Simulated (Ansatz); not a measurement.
# C2HF3O2 (SMILES O=COC(F)(F)F): levels of theory compared

We compute a comparison of 3 runs (B3LYP/6-31G*, wB97X/6-31G**, wB97X/6-31+G*) of C2HF3O2. 

The results are computed with Ansatz 0.2.0.

6 further runs of the same task are left out: 1 for a known fault of the program, 3 that didn't finish, 2 set aside as unsound or not needed.

## Step 1: Starting point

The species is C2HF3O2 (8 atoms), meant as a singlet with charge 0. As SMILES, `O=COC(F)(F)F`. Geometry: relaxed at PBE0-D4/def2-TZVP. This is one conformer, not always the lowest.

Bond lengths: O1–C2 1.183 Å, C2–O3 1.368 Å, O3–C4 1.376 Å, C4–F5 1.321 Å, C4–F6 1.322 Å, C4–F7 1.322 Å, C2–H8 1.097 Å. Angles: O1–C2–O3 126.1°, C2–O3–C4 119.2°, O3–C4–F5 106.5°, O3–C4–F6 111.8°, O3–C4–F7 111.8°, F5–C4–F6 108.8°, F5–C4–F7 108.8°, F6–C4–F7 109.0°, O1–C2–H8 126.7°, O3–C2–H8 107.2°.

## Step 2: Energy and forces at B3LYP/6-31G(d) (spherical functions) (run 1)

Contents of input.yaml:

```yaml
crystal:
  periodic: [false, false, false]
  atoms:
    - {symbol: O, position_ang: [0.883000, -0.997600, 1.311500]}
    - {symbol: C, position_ang: [0.000700, -1.248800, 0.565300]}
    - {symbol: O, position_ang: [-0.538100, -0.398600, -0.361800]}
    - {symbol: C, position_ang: [-0.038000, 0.878300, -0.471200]}
    - {symbol: F, position_ang: [-0.729400, 1.471400, -1.427800]}
    - {symbol: F, position_ang: [-0.188700, 1.561900, 0.650800]}
    - {symbol: F, position_ang: [1.241100, 0.877200, -0.807100]}
    - {symbol: H, position_ang: [-0.538600, -2.200800, 0.484500]}
basis:
  gaussian:
    orbitals: 6-31G_st_-spherical.json
hamiltonian:
  xc: {name: B3LYP}
accuracy: high
output:
  forces: true
  orbitals: {seedname: orbitals}
```

The basis set 6-31G* is read from a file made from the Basis Set Exchange's data (not shown).

Command:

```
ansatz run input.yaml --threads 1 --pin off --max-ram 2610MiB --events-out events.jsonl --progress --plain --runs-dir runs
```

Log, shortened:

```text
Warning: RAYON_NUM_THREADS=1 ignored (pool sized by the plan → 1); use --threads N
Functional definition: B3LYP
  name "B3LYP"
[...]
2304 factors; integrals over basis functions are off by at most 5.1e-9 eV
[...]
mean field -14334.34739632 eV, -526.7775506453 hartree, gradient 2.3e-8 eV, S^2 0.000000; 0 other end points of the search recorded, 0 dependent functions left out
[...]
reference -14334.34742207 eV, -526.7775515915 hartree; 28, 28 occupied and 72, 72 virtual orbitals, 2304 factors
Total energy: -14334.34742207 eV, -526.7775515915 hartree
Atom 0 at     0.883000    -0.997600     1.311500 Å, force     0.917253     0.235519     0.787581 eV/Å
Atom 1 at     0.000700    -1.248800     0.565300 Å, force    -0.692927    -0.467771    -0.457388 eV/Å
Atom 2 at    -0.538100    -0.398600    -0.361800 Å, force    -0.355015    -0.231002    -0.240204 eV/Å
Atom 3 at    -0.038000     0.878300    -0.471200 Å, force    -0.046408    -0.002693    -0.044575 eV/Å
Atom 4 at    -0.729400     1.471400    -1.427800 Å, force    -0.361599     0.269599    -0.481462 eV/Å
Atom 5 at    -0.188700     1.561900     0.650800 Å, force    -0.074074     0.299293     0.591708 eV/Å
Atom 6 at     1.241100     0.877200    -0.807100 Å, force     0.648238    -0.047425    -0.146170 eV/Å
Atom 7 at    -0.538600    -2.200800     0.484500 Å, force    -0.035467    -0.055520    -0.009490 eV/Å
Dipole moment:    -0.250694    -0.260321    -0.123283 e Å
```

It took 16 s on 1 thread of Arm Neoverse V1, shared host; peak memory 0.38 GiB.

## Step 3: Energy and forces at wB97X/6-31G(d,p) (spherical functions) (run 2)

Contents of molecule.yaml:

```yaml
crystal:
  periodic: [false, false, false]
  atoms:
    - {symbol: O, position_ang: [0.883000, -0.997600, 1.311500]}
    - {symbol: C, position_ang: [0.000700, -1.248800, 0.565300]}
    - {symbol: O, position_ang: [-0.538100, -0.398600, -0.361800]}
    - {symbol: C, position_ang: [-0.038000, 0.878300, -0.471200]}
    - {symbol: F, position_ang: [-0.729400, 1.471400, -1.427800]}
    - {symbol: F, position_ang: [-0.188700, 1.561900, 0.650800]}
    - {symbol: F, position_ang: [1.241100, 0.877200, -0.807100]}
    - {symbol: H, position_ang: [-0.538600, -2.200800, 0.484500]}
basis:
  gaussian:
    orbitals: 6-31G_st__st_-spherical.json
total_charge: 0
magnetization:
  spin_polarized: false
hamiltonian:
  xc: {name: wB97X}
accuracy: high
output:
  forces: true
  orbitals: {seedname: orbitals}
```

The basis set 6-31G** is read from a file made from the Basis Set Exchange's data (not shown).

Command:

```
ansatz run molecule.yaml --threads 1 --pin off --max-ram 2610MiB --events-out events.jsonl --progress --plain --runs-dir runs
```

Log, shortened:

```text
Warning: RAYON_NUM_THREADS=1 ignored (pool sized by the plan → 1); use --threads N
Functional definition: wB97X
  name "wB97X"
[...]
      + exact_x_lr(omega)
[...]
      + integral(e_c_pw_opposite_spin*poly(b97_u_opposite, 1, cos1, cos2, cos3, cos4))
2373 factors; integrals over basis functions are off by at most 3.2e-9 eV
351 factors; integrals over basis functions are off by at most 1.3e-9 eV
[...]
mean field -14331.54108365 eV, -526.6744205567 hartree, gradient 8.1e-9 eV, S^2 0.000000; 0 other end points of the search recorded, 0 dependent functions left out
[...]
reference -14331.54108225 eV, -526.6744205052 hartree; 28, 28 occupied and 75, 75 virtual orbitals, 2373 factors
Total energy: -14331.54108225 eV, -526.6744205052 hartree
Atom 0 at     0.883000    -0.997600     1.311500 Å, force     0.661485     0.263419     0.523953 eV/Å
Atom 1 at     0.000700    -1.248800     0.565300 Å, force    -0.594685    -0.269050    -0.454426 eV/Å
Atom 2 at    -0.538100    -0.398600    -0.361800 Å, force    -0.121609    -0.074515    -0.085026 eV/Å
Atom 3 at    -0.038000     0.878300    -0.471200 Å, force    -0.052082    -0.069133    -0.018925 eV/Å
Atom 4 at    -0.729400     1.471400    -1.427800 Å, force    -0.202723     0.136282    -0.263038 eV/Å
Atom 5 at    -0.188700     1.561900     0.650800 Å, force    -0.032453     0.124818     0.349392 eV/Å
Atom 6 at     1.241100     0.877200    -0.807100 Å, force     0.361723    -0.064810    -0.053911 eV/Å
Atom 7 at    -0.538600    -2.200800     0.484500 Å, force    -0.019655    -0.047010     0.001980 eV/Å
Dipole moment:    -0.257548    -0.278662    -0.121382 e Å
```

It took 49 s on 1 thread of Arm Neoverse V1, shared host; peak memory 0.62 GiB.

## Step 4: Energy and gradient at wB97X/6-31+G(d) (spherical functions) (run 3)

Contents of run.yaml:

```yaml
crystal:
  periodic: [false, false, false]
  atoms:
    - {symbol: O, position_ang: [0.883000, -0.997600, 1.311500]}
    - {symbol: C, position_ang: [0.000700, -1.248800, 0.565300]}
    - {symbol: O, position_ang: [-0.538100, -0.398600, -0.361800]}
    - {symbol: C, position_ang: [-0.038000, 0.878300, -0.471200]}
    - {symbol: F, position_ang: [-0.729400, 1.471400, -1.427800]}
    - {symbol: F, position_ang: [-0.188700, 1.561900, 0.650800]}
    - {symbol: F, position_ang: [1.241100, 0.877200, -0.807100]}
    - {symbol: H, position_ang: [-0.538600, -2.200800, 0.484500]}
basis:
  gaussian:
    orbitals: 6-31+G_st_-spherical.json
hamiltonian:
  xc: {name: wB97X}
accuracy: high
output: {forces: true, orbitals: {seedname: orbitals}}
```

The basis set 6-31+G* is read from a file made from the Basis Set Exchange's data (not shown).

Command:

```
ansatz run run.yaml --threads 1 --pin off --max-ram 2610MiB --events-out events.jsonl --progress --plain --runs-dir runs
```

Log, shortened:

```text
Warning: RAYON_NUM_THREADS=1 ignored (pool sized by the plan → 1); use --threads N
[... 2 set-up lines as earlier in the session ...]
[...]
      + exact_x_lr(omega)
[...]
      + integral(e_c_pw_opposite_spin*poly(b97_u_opposite, 1, cos1, cos2, cos3, cos4))
2753 factors; integrals over basis functions are off by at most 3.4e-9 eV
486 factors; integrals over basis functions are off by at most 1.5e-9 eV
[...]
mean field -14332.21962380 eV, -526.6993564471 hartree, gradient 3.7e-8 eV, S^2 0.000000; 0 other end points of the search recorded, 0 dependent functions left out
[...]
reference -14332.21961889 eV, -526.6993562668 hartree; 28, 28 occupied and 100, 100 virtual orbitals, 2753 factors
Total energy: -14332.21961889 eV, -526.6993562668 hartree
Atom 0 at     0.883000    -0.997600     1.311500 Å, force     0.707435     0.255328     0.572817 eV/Å
Atom 1 at     0.000700    -1.248800     0.565300 Å, force    -0.656520    -0.454446    -0.427935 eV/Å
Atom 2 at    -0.538100    -0.398600    -0.361800 Å, force    -0.112744     0.027286    -0.124134 eV/Å
Atom 3 at    -0.038000     0.878300    -0.471200 Å, force    -0.158445    -0.341816     0.004709 eV/Å
Atom 4 at    -0.729400     1.471400    -1.427800 Å, force    -0.287329     0.269946    -0.408748 eV/Å
Atom 5 at    -0.188700     1.561900     0.650800 Å, force    -0.055012     0.274616     0.490747 eV/Å
Atom 6 at     1.241100     0.877200    -0.807100 Å, force     0.549247    -0.015617    -0.126865 eV/Å
Atom 7 at    -0.538600    -2.200800     0.484500 Å, force     0.013369    -0.015296     0.019410 eV/Å
Dipole moment:    -0.281861    -0.329164    -0.121488 e Å
```

Wall time 68 s (1 thread of Arm Neoverse V1, shared host); peak memory 0.84 GiB.

## Step 5: All runs side by side

```
run                                level  energy (Eh)  dipole moment (D)  HOMO energy (eV)  LUMO energy (eV)  wall time
  1   B3LYP/6-31G* (spherical functions)  -526.777552               1.83             -8.66             -0.81       16 s
  2  wB97X/6-31G** (spherical functions)  -526.674421               1.91            -11.49              1.87       49 s
  3  wB97X/6-31+G* (spherical functions)  -526.699356               2.16            -11.91              1.27       68 s
```

## Step 6: What came out

```
                       quantity          value
            run 3: total energy  -526.69936 Eh
           run 3: dipole moment         2.16 D
             run 3: HOMO energy      -11.91 eV
             run 3: LUMO energy        1.27 eV
           run 3: HOMO–LUMO gap       13.18 eV
run 3: largest force on an atom     0.945 eV/Å
```

What this shows: The dipole moment (its size) runs from 1.83 D (B3LYP/6-31G*) to 2.16 D (wB97X/6-31+G*). The two ends differ in method and basis. The HOMO–LUMO gap runs from 7.85 eV (B3LYP/6-31G*) to 13.36 eV (wB97X/6-31G**). Totals of different functionals can't be ranked against each other. All runs together took 2.2 min, the longest 68 s.
